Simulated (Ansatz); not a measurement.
H₄O₂Si, SMILES O[SiH2]O, the interaction energy of a dimer with the counterpoise correction

Computed with the Ansatz DFT code, driven from Python.

`h4o2si.py`
```python
# -*- coding: utf-8 -*-
"""Interaction energy of two H4O2Si molecules, with the counterpoise correction."""

import ansatz as az

FIRST = [
    ("O", (-1.3632, -0.2027, 0.2687)),
    ("Si", (0.1024, 0.4479, 0.0256)),
    ("O", (1.0765, -0.8174, -0.3162)),
    ("H", (-1.7536, -0.5103, -0.5432)),
    ("H", (0.0809, 1.3675, -1.1421)),
    ("H", (0.5683, 1.1313, 1.2594)),
    ("H", (1.2884, -1.4165, 0.4476)),
]
SECOND = [
    ("O", (4.005, -1.481, 4.5502)),
    ("Si", (2.7342, -1.1043, 3.6156)),
    ("O", (3.3126, -1.1168, 2.0885)),
    ("H", (4.2501, -2.3967, 4.463)),
    ("H", (1.6708, -2.136, 3.7356)),
    ("H", (2.2317, 0.2506, 3.9594)),
    ("H", (3.9183, -0.3658, 1.8511)),
]

def energy(atoms, ghosts=()):
    molecule = az.Crystal.molecule()
    for symbol, xyz in atoms:
        molecule = molecule.atom(symbol, xyz)
    calc = (
        molecule.calculation()
        .basis(gaussian="def2-SVP")
        .correlation("mp2")
    )
    deck = calc.input()
    if ghosts:
        deck = deck.set(az.key.basis.gaussian.ghost_atoms, [{"symbol": s, "position_ang": list(xyz)} for s, xyz in ghosts])
    return az.Session.from_dict(deck).plan().execute().report["free_energy_ev"]


def main():
    # ghost atoms carry the functions of the partner
    both = energy(FIRST + SECOND)
    alone = energy(FIRST) + energy(SECOND)
    ghosted = energy(FIRST, SECOND) + energy(SECOND, FIRST)
    print(f"dimer {both:.6f} eV")
    print(f"interaction, uncorrected   {23.060548 * (both - alone):8.3f} kcal/mol")
    print(f"interaction, counterpoise  {23.060548 * (both - ghosted):8.3f} kcal/mol")
    print(f"basis-set superposition    {23.060548 * (alone - ghosted):8.3f} kcal/mol")


if __name__ == "__main__":
    main()
```

Output of `python h4o2si.py`:
```text
dimer -24018.581065 eV
interaction, uncorrected     -3.387 kcal/mol
interaction, counterpoise    -1.595 kcal/mol
basis-set superposition       1.791 kcal/mol
```

Uncorrected it is -3.387 kcal/mol, with the counterpoise correction -1.595 kcal/mol; the difference, 1.79 kcal/mol, is the superposition error.

Notes:
- The settings weren't tested for convergence.
- The dimer is a generated trial pose of unrelaxed monomers, not a minimum, so the figure is no binding energy, and the basis set is small.
- Hardware and time: 4.4 s on 1 thread of Intel(R) Xeon(R) 6975P-C (Granite Rapids) (shared host), peak memory 0.33 GiB.
